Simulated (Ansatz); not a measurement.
# C₂H₇AlZn: one species, many methods

An exercise on one series of results from a longer session: the logs are not shown, and one member is left open.

Method: functionals in def2-TZVPP, the program's frozen cores in correlated methods; program: Ansatz 0.2.0, Gaussian basis.

Levels to be run: LDA (SPW92), PBE-D4, revPBE-D4, BLYP-D4, r2SCAN-D4, B97M-V, PBE0-D4, B3LYP-D4, r2SCANh-D4, r2SCAN0-D4, HSE06-D4, BHLYP-D4, CAM-B3LYP-D4, LC-ωPBE, ωB97X-V, ωB97M-V, B2PLYP, PBE-QIDH; CCSD(T)/def2-SVP; CCSD(T)/def2-TZVPP; MP2/def2-QZVPP; extrapolation to the limit; RPA on PBE.

**Structure used throughout**

An earlier PBE0-D4 in a triple-zeta def2 set relaxation fixed the geometry.

SMILES `[CH3][Zn][CH2][AlH2]`, 11 atoms, charge 0, spin multiplicity 1.

Atoms are counted from 1 here; the program's logs count them from 0.

Bond lengths: C1–Zn2 1.941 Å, C1–H5 1.093 Å, C1–H6 1.093 Å, C1–H7 1.093 Å, Zn2–C3 1.948 Å, C3–Al4 1.920 Å, C3–H8 1.097 Å, C3–H9 1.097 Å, Al4–H10 1.593 Å, Al4–H11 1.592 Å. Angles: Zn2–C1–H5 111.0°, Zn2–C1–H6 111.0°, Zn2–C1–H7 111.0°, H5–C1–H6 107.9°, H5–C1–H7 107.9°, H6–C1–H7 107.9°, C1–Zn2–C3 179.4°, Zn2–C3–Al4 112.6°, Zn2–C3–H8 104.9°, Zn2–C3–H9 104.9°, Al4–C3–H8 112.3°, Al4–C3–H9 112.4°, H8–C3–H9 109.2°, C3–Al4–H10 120.5°, C3–Al4–H11 120.5°, H10–Al4–H11 118.9°.

The first run:

Input file in.yaml:

```yaml
crystal:
  periodic: [false, false, false]
  atoms:
    - {symbol: C, position_ang: [-0.080162, 2.545413, 0.053898]}
    - {symbol: Zn, position_ang: [-0.386864, 0.630268, 0.131263]}
    - {symbol: C, position_ang: [-0.712764, -1.288386, 0.214922]}
    - {symbol: Al, position_ang: [0.825432, -2.320869, -0.290814]}
    - {symbol: H, position_ang: [-0.192066, 2.999620, 1.041687]}
    - {symbol: H, position_ang: [-0.791392, 3.028620, -0.620776]}
    - {symbol: H, position_ang: [0.928051, 2.766816, -0.305672]}
    - {symbol: H, position_ang: [-1.566647, -1.458734, -0.451601]}
    - {symbol: H, position_ang: [-1.020458, -1.477551, 1.250228]}
    - {symbol: H, position_ang: [1.079325, -2.696854, -1.817349]}
    - {symbol: H, position_ang: [1.917535, -2.728342, 0.794204]}
basis:
  gaussian: {orbitals: def2-TZVPP}
hamiltonian: {xc: lda}
output: {orbitals: {seedname: orbitals}}
```

The run is started by

```sh
> ansatz run in.yaml --threads 2 --pin off --events-out ev --progress --plain --max-ram 31744MiB --backend cpu
```

Steps of the session up to this table: LDA; PBE-D4 (GGA); revPBE-D4 (GGA); BLYP-D4 (GGA); r2SCAN-D4 (meta-GGA); B97M-V (meta-GGA); B3LYP-D4 (hybrid); r2SCANh-D4 (hybrid); r2SCAN0-D4 (hybrid); HSE06-D4 (hybrid); BHLYP-D4 (hybrid); CAM-B3LYP-D4 (range-separated); LC-ωPBE (range-separated); ωB97X-V (range-separated); ωB97M-V (range-separated); B2PLYP (double hybrid); PBE-QIDH (double hybrid).

One of the session's tables, all rows but one given; the rest of the session is left out.

It belongs to the step «Orbital energies across the functionals». 

| functional | HOMO (eV) | LUMO (eV) | gap (eV) |
| --- | --- | --- | --- |
| LDA (SPW92) | ? | ? | ? |
| PBE-D4 | -6.09 | -1.96 | 4.13 |
| revPBE-D4 | -6.02 | -1.84 | 4.17 |
| BLYP-D4 | -5.91 | -1.85 | 4.07 |
| r2SCAN-D4 | -6.29 | -1.66 | 4.64 |
| B97M-V | -6.33 | -1.87 | 4.46 |
| PBE0-D4 | -7.16 | -1.21 | 5.95 |
| B3LYP-D4 | -6.93 | -1.41 | 5.51 |
| r2SCANh-D4 | -6.69 | -1.40 | 5.29 |
| r2SCAN0-D4 | -7.31 | -1.04 | 6.27 |
| HSE06-D4 | -6.76 | -1.57 | 5.20 |
| BHLYP-D4 | -8.10 | -0.47 | 7.64 |
| CAM-B3LYP-D4 | -8.43 | -0.33 | 8.10 |
| LC-ωPBE | -9.83 | 0.73 | 10.56 |
| ωB97X-V | -9.42 | 0.61 | 10.03 |
| ωB97M-V | -9.30 | 0.33 | 9.62 |

**Question.** Estimate the row for LDA (SPW92).

As computed: HOMO (eV): -6.28; LUMO (eV): -2.20; gap (eV): 4.07. In the column «HOMO (eV)» it lies between r2SCAN-D4 (-6.29) and PBE-D4 (-6.09).
